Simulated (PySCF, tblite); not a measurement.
# C₇H₄F₂N radical: geometry, infrared bands and EPR parameters

Aim: predict the infrared bands and EPR parameters of C₇H₄F₂N radical (`C#C[C@@H]1[C@H](C#N)[C@H]1[C](F)F`).

Computed with tblite 0.8.0 and PySCF 2.14.0, with density-fitted response routines of our own, on a single molecule in the gas phase. Atoms count from 0, in the outputs and in this text.

### Step 1. The molecule as given

14 atoms, charge 0, multiplicity 2; geometry from: force field or distance geometry start.

Bonds of the start (Å): C0–C1 1.21, C1–C2 1.43, C2–C3 1.52, C3–C4 1.46, C4–N5 1.14, C3–C6 1.52, C6–C7 1.50, C7–F8 1.40, C7–F9 1.39, C6–C2 1.49, C0–H10 1.05, C2–H11 1.11, C3–H12 1.09, C6–H13 1.12.

### Step 2. Relaxing the molecule with GFN2-xTB

The job: settings as JSON, then the geometry in Å.

```
{"job": {"kind": "relax", "xc": "GFN2-xTB", "basis": "xTB"}, "charge": 0, "multiplicity": 2}
C      2.891200    -0.193600     0.295700
C      1.766700    -0.256600    -0.148700
C      0.427200    -0.334000    -0.656200
C     -0.428000     0.908300    -0.435400
C      0.064100     1.943200     0.469300
N      0.455300     2.768600     1.158500
C     -0.769500    -0.417900     0.233100
C     -2.073500    -0.981500    -0.255400
F     -2.939300    -0.914900     0.843300
F     -1.981200    -2.330500    -0.596000
H      3.864400    -0.113800     0.677900
H      0.315700    -0.812000    -1.649900
H     -1.058500     1.198200    -1.282000
H     -0.535300    -0.463900     1.323600
```

Launch:

```console
$ OMP_NUM_THREADS=1 python probes_run.py task.json out
```

One launch serves the whole session: the jobs run in the order shown.

Log:

```text
step      E/eV     max force
  0    -794.22068    3.652
  1    -794.43502    3.527
  2    -794.45051    3.719
  3    -794.64012    0.733
  4    -794.66208    0.612
  5    -794.66329    2.313
  6    -794.68934    0.414
  7    -794.69701    0.301
  8    -794.70626    0.351
  9    -794.70990    0.193
 10    -794.71382    0.154
 11    -794.71704    0.206
 12    -794.72024    0.210
 13    -794.72327    0.156
 14    -794.72668    0.174
 15    -794.73033    0.205
 16    -794.73455    0.218
 17    -794.74054    0.236
 18    -794.74954    0.309
 19    -794.76054    0.295
 20    -794.77162    0.321
 21    -794.77972    0.242
 22    -794.78489    0.196
 23    -794.78910    0.268
 24    -794.79448    0.195
 25    -794.80236    0.212
 26    -794.80658    0.248
 27    -794.81601    0.261
 28    -794.82582    0.351
 29    -794.83681    0.608
 30    -794.84386    0.458
 31    -794.85462    0.380
 32    -794.86077    0.230
 33    -794.86588    0.255
 34    -794.87010    0.208
 35    -794.87459    0.161
 36    -794.87919    0.290
 37    -794.88280    0.182
 38    -794.88715    0.203
 39    -794.89314    0.248
 40    -794.89603    0.226
 41    -794.89955    0.254
 42    -794.90360    0.279
 43    -794.91001    0.288
 44    -794.91714    0.183
 45    -794.92044    0.252
 46    -794.92450    0.346
 47    -794.92761    0.232
 48    -794.93178    0.138
 49    -794.93320    0.116
 50    -794.93460    0.104
 51    -794.93540    0.099
 52    -794.93604    0.050
 53    -794.93639    0.044
 54    -794.93665    0.058
 55    -794.93695    0.062
 56    -794.93722    0.051
 57    -794.93746    0.040
 58    -794.93770    0.043
 59    -794.93802    0.048
 60    -794.93842    0.051
 61    -794.93881    0.053
 62    -794.93915    0.047
 63    -794.93946    0.049
 64    -794.93976    0.036
 65    -794.93998    0.027
 66    -794.94012    0.026
 67    -794.94020    0.023
 68    -794.94028    0.019
 69    -794.94035    0.018
 70    -794.94040    0.017
 71    -794.94043    0.014
 72    -794.94045    0.011
 73    -794.94048    0.012
 74    -794.94051    0.014
 75    -794.94054    0.015
 76    -794.94057    0.016
 77    -794.94062    0.014
 78    -794.94067    0.020
 79    -794.94072    0.027
 80    -794.94077    0.028
 81    -794.94083    0.023
 82    -794.94089    0.013
 83    -794.94091    0.009
```

Wall time 0.42 s (1 thread of Arm Neoverse V2, shared host).

Relaxation path: (not every step is listed)

| step | energy from step 0 (eV) | largest force (eV/Å) |
| --- | --- | --- |
| 0 | 0.0000 | 3.6520 |
| 1 | -0.2143 | 3.5267 |
| 2 | -0.2298 | 3.7186 |
| 3 | -0.4194 | 0.7332 |
| 4 | -0.4414 | 0.6116 |
| 5 | -0.4426 | 2.3127 |
| 6 | -0.4687 | 0.4139 |
| 7 | -0.4763 | 0.3013 |
| 8 | -0.4856 | 0.3513 |
| 15 | -0.5096 | 0.2048 |
| 22 | -0.5642 | 0.1957 |
| 29 | -0.6161 | 0.6082 |
| 36 | -0.6585 | 0.2904 |
| 43 | -0.6893 | 0.2881 |
| 50 | -0.7139 | 0.1039 |
| 57 | -0.7168 | 0.0404 |
| 64 | -0.7191 | 0.0357 |
| 71 | -0.7197 | 0.0138 |
| 78 | -0.7200 | 0.0201 |
| 79 | -0.7200 | 0.0269 |
| 80 | -0.7201 | 0.0279 |
| 81 | -0.7201 | 0.0230 |
| 82 | -0.7202 | 0.0135 |
| 83 | -0.7202 | 0.0086 |

Distances of close pairs at the start and the end, largest changes first:

| bond | before (Å) | after (Å) | change (Å) |
| --- | --- | --- | --- |
| C6–C7 | 1.502 | 1.432 | -0.070 |
| C7–F8 | 1.400 | 1.336 | -0.064 |
| C7–F9 | 1.394 | 1.342 | -0.053 |
| C2–C6 | 1.493 | 1.545 | +0.052 |
| C3–C4 | 1.460 | 1.420 | -0.040 |
| C6–H13 | 1.116 | 1.084 | -0.033 |
| C2–H11 | 1.108 | 1.084 | -0.024 |
| C1–C2 | 1.435 | 1.420 | -0.015 |

The next job starts from the end point, and lists it.

### Step 3. Infrared spectrum with GFN2-xTB

The job: settings as JSON, then the geometry in Å.

```
{"job": {"kind": "ir", "xc": "GFN2-xTB", "basis": "xTB"}, "charge": 0, "multiplicity": 2}
C      2.813273    -0.354769     0.444965
C      1.725419    -0.328512    -0.059598
C      0.419713    -0.300161    -0.616437
C     -0.444773     0.930724    -0.471703
C      0.060368     2.073895     0.202298
N      0.460381     2.996782     0.747856
C     -0.773349    -0.302742     0.365164
C     -1.971138    -1.041519     0.100507
F     -2.397916    -1.973408     0.957987
F     -2.316545    -1.360201    -1.156073
H      3.775041    -0.374323     0.862353
H      0.291852    -0.874869    -1.526468
H     -1.114433     1.161773    -1.292800
H     -0.528571    -0.253143     1.419783
```

Log:

```text
mode    cm-1     km/mol
  1      53.3      1.20
  2      82.9      1.50
  3      95.0      7.01
  4     107.5      5.97
  5     169.5      6.99
  6     197.6      0.13
  7     232.1      2.76
  8     360.9      6.28
  9     385.0      9.69
 10     414.3      1.91
 11     424.3      5.24
 12     486.7      0.24
 13     532.4      6.42
 14     581.3      5.25
 15     650.8     23.27
 16     673.6     18.25
 17     798.4      9.38
 18     838.3     35.00
 19     848.5     34.41
 20     951.8      8.50
 21     976.3     18.00
 22    1027.9      5.81
 23    1048.2      3.46
 24    1062.2      2.41
 25    1154.1    152.65
 26    1166.9      3.08
 27    1239.1     97.79
 28    1279.7     11.50
 29    1328.2    186.24
 30    1388.9     84.76
 31    2261.2      0.88
 32    2393.3    230.94
 33    3038.9      1.54
 34    3044.3      5.24
 35    3069.4      3.14
 36    3402.0     18.91
```

Run time: 0.36 s. Hardware: 1 thread of Arm Neoverse V2, shared host.

Which atoms move in the most intense modes:

| cm⁻¹ | km/mol | atoms |
| --- | --- | --- |
| 651 | 23.3 | H10 79 %, C0 11 % |
| 838 | 35.0 | C2 24 %, C6 23 %, C3 18 %, F9 12 % |
| 848 | 34.4 | H12 23 %, H11 15 %, C2 13 %, C6 12 % |
| 1154 | 152.7 | C7 42 %, H13 24 %, F8 15 % |
| 1239 | 97.8 | H13 46 %, C7 36 % |
| 1328 | 186.2 | C7 31 %, C3 25 %, C2 25 % |
| 1389 | 84.8 | C6 34 %, C7 29 %, C3 16 % |
| 2393 | 230.9 | C4 60 %, N5 39 % |

### Step 4. g tensor and hyperfine couplings: B3LYP/pcH-1

The job, as its differences from that of step 3:

```diff
@@ -1,2 +1,2 @@
-{"job": {"kind": "ir", "xc": "GFN2-xTB", "basis": "xTB"}, "charge": 0, "multiplicity": 2}
+{"job": {"kind": "epr", "basis": "pcH-1"}, "charge": 0, "multiplicity": 2}
 C      2.813273    -0.354769     0.444965
```

Method: UKS B3LYP, pcH-1 on C F H N, non-relativistic, mean-field spin-orbit, GIAO.

Log:

```text
UKS, coarse grid
  cycle   1  E = -523.27756179  |g| = 6.07e-01
  cycle   2  E = -522.88108954  |g| = 1.16e+00
  cycle   3  E = -523.41247293  |g| = 2.06e-01
  cycle   4  E = -523.42699857  |g| = 1.05e-01
  cycle   5  E = -523.43147357  |g| = 2.75e-02
  cycle   6  E = -523.43178394  |g| = 1.03e-02
  cycle   7  E = -523.43182459  |g| = 6.37e-03
  cycle   8  E = -523.43184391  |g| = 1.77e-03
  cycle   9  E = -523.43184523  |g| = 4.95e-04
UKS, final grid
  cycle   1  E = -523.43180220  |g| = 6.82e-04
  cycle   2  E = -523.43180173  |g| = 1.23e-03
  cycle   3  E = -523.43180239  |g| = 2.15e-04
  cycle   4  E = -523.43180241  |g| = 3.92e-05
  cycle   5  E = -523.43180241  |g| = 2.06e-05
E = -523.43180241 Eh   <S^2> = 0.7547 (exact 0.7500)
g shifts (ppm)      1          2          3
  rmc          -249       -249       -249
  gc             26         14          5
  oz_so        -149       2390       2762
  total        -371       2155       2519
hyperfine (MHz)  atom isotope    a_iso     a_fc   dipolar eigenvalues
    0   13C       5.39       5.39     -4.32     -3.62      7.95
    1   13C      -0.91      -0.91     -3.77     -0.17      3.94
    2   13C      47.86      47.86    -10.33    -10.09     20.42
    3   13C      29.90      29.90     -5.88     -5.11     10.99
    4   13C      -1.01      -1.01     -1.17     -0.31      1.47
    5   14N       0.38       0.38     -0.71     -0.59      1.30
    6   13C      -5.80      -5.80     -7.82     -0.56      8.38
    7   13C     267.07     267.07    -80.73    -80.45    161.17
    8   19F     212.15     212.15   -234.31   -201.77    436.08
    9   19F     204.26     204.26   -209.24   -176.98    386.23
   10    1H      -4.24      -4.24     -2.35     -0.41      2.77
   11    1H      -9.04      -9.04     -5.65     -0.04      5.69
   12    1H      -2.65      -2.65     -4.69     -1.36      6.05
   13    1H       1.66       1.66     -5.02     -4.07      9.09
```

Wall time 77 s (1 thread of Arm Neoverse V2, shared host); peak memory 0.97 GiB.

Principal g values 2.00195, 2.00447, 2.00484; g(iso) = 2.00375, against 2.00232 for a free electron.

Mean a(iso) over the nuclei that a row names, and the largest dipolar term of the row (other rows stand at the frozen geometry):

| nuclei | isotope | a(iso) (MHz) | a(iso) (G, at g = 2.0023) | largest dipolar term (MHz) |
| --- | --- | --- | --- | --- |
| C7 | 13C | 267.1 | 95.3 | 161.2 |
| F8, F9 | 19F | 208.2 | 74.3 | 436.1 |
| C2 | 13C | 47.9 | 17.1 | 20.4 |
| C3 | 13C | 29.9 | 10.7 | 11.0 |
| H11 | 1H | -9.0 | -3.2 | 5.7 |
| C6 | 13C | -5.8 | -2.1 | 8.4 |
| C0 | 13C | 5.4 | 1.9 | 7.9 |
| H10 | 1H | -4.2 | -1.5 | 2.8 |
| H12 | 1H | -2.7 | -0.9 | 6.1 |
| H13 | 1H | 1.7 | 0.6 | 9.1 |
| C4 | 13C | -1.0 | -0.4 | 1.5 |
| C1 | 13C | -0.9 | -0.3 | 3.9 |
| N5 | 14N | 0.4 | 0.1 | 1.3 |

Mulliken spin populations:

C0 0.06; C1 -0.03; C2 0.11; C3 0.04; C4 -0.01; N5 0.01; C6 -0.08; C7 0.80; F8 0.06; F9 0.05; H10 0.00; H11 -0.01; H12 0.00; H13 0.00

In first order the couplings over 0.8 MHz of 19F, 1H give 48 distinct lines over 154.9 G, if the averaged nuclei exchange fast.

The fields below are evaluated on a grid from the run's orbitals.

ELF in a plane through or near 5 of the atoms.

Values, 10 rows by 14 columns:
```
0.00 0.00 0.00 0.00 0.00 0.00 0.00 0.00 0.00 0.00 0.00 0.00 0.00 0.00
0.00 0.00 0.00 0.00 0.17 0.45 0.20 0.03 0.00 0.00 0.00 0.00 0.00 0.00
0.00 0.00 0.00 0.04 0.71 0.83 0.66 0.34 0.01 0.00 0.00 0.00 0.00 0.00
0.00 0.00 0.00 0.01 0.36 0.77 0.91 0.66 0.14 0.01 0.00 0.00 0.00 0.00
0.00 0.00 0.00 0.05 0.04 0.04 0.31 0.69 0.72 0.44 0.38 0.03 0.00 0.00
0.00 0.00 0.08 0.45 0.76 0.71 0.35 0.73 0.42 0.17 0.41 0.02 0.00 0.00
0.00 0.01 0.98 1.00 0.15 0.85 0.30 0.32 0.23 0.27 0.07 0.01 0.00 0.00
0.00 0.00 0.43 0.56 0.42 0.46 0.06 0.00 0.00 0.00 0.02 0.00 0.00 0.00
0.00 0.00 0.00 0.00 0.01 0.01 0.00 0.00 0.00 0.00 0.00 0.00 0.00 0.00
0.00 0.00 0.00 0.00 0.00 0.00 0.00 0.00 0.00 0.00 0.00 0.00 0.00 0.00
```
The map spans 12.4 Å across and 10.6 Å up, centred on the molecule. Atoms in the plane (x, y in Å): C0 (-2.6, -1.2), C4 (-0.7, 2.0), C6 (0.8, -0.1), C7 (2.2, -0.4), H10 (-3.6, -1.5).

On the surface of density 0.002 e/bohr³ the electrostatic potential runs, from the 1st to the 99th percentile, from -1.68 V near N5 to 1.69 V near H10.

The spin density lies nearest to C7 59 %; F8, F9 about 9 % each; C2 7 %.

### Step 5. Outcome

| quantity | value |
| --- | --- |
| strongest single infrared mode (GFN2-xTB) | 2393 cm⁻¹, 231 km/mol |
| zero-point energy (GFN2-xTB) | 54.0 kcal/mol |
| g(iso) (B3LYP) | 2.00375 |
| ⟨S²⟩ | 0.755 (exact 0.75) |
| largest a(iso) (averaged by class) | 13C on C7, 267.1 MHz |
| surface potential, 1st and 99th percentile | -1.68 V and 1.69 V |

**Reading.** Over 83 steps the energy fell by 0.720 eV; of the close pairs, C6–C7 changed most, 1.502 to 1.432 Å. All 36 modes are real, so the xTB geometry is a minimum. The strongest single mode, at 2393 cm⁻¹, moves mainly C4 and N5. Unscaled tight-binding wavenumbers are off by several per cent, some by more. Its intensities can rank the bands wrongly. C7 carries the largest spin population, 0.80 e. The isotropic g lies 1.4 ppt above the free-electron value.
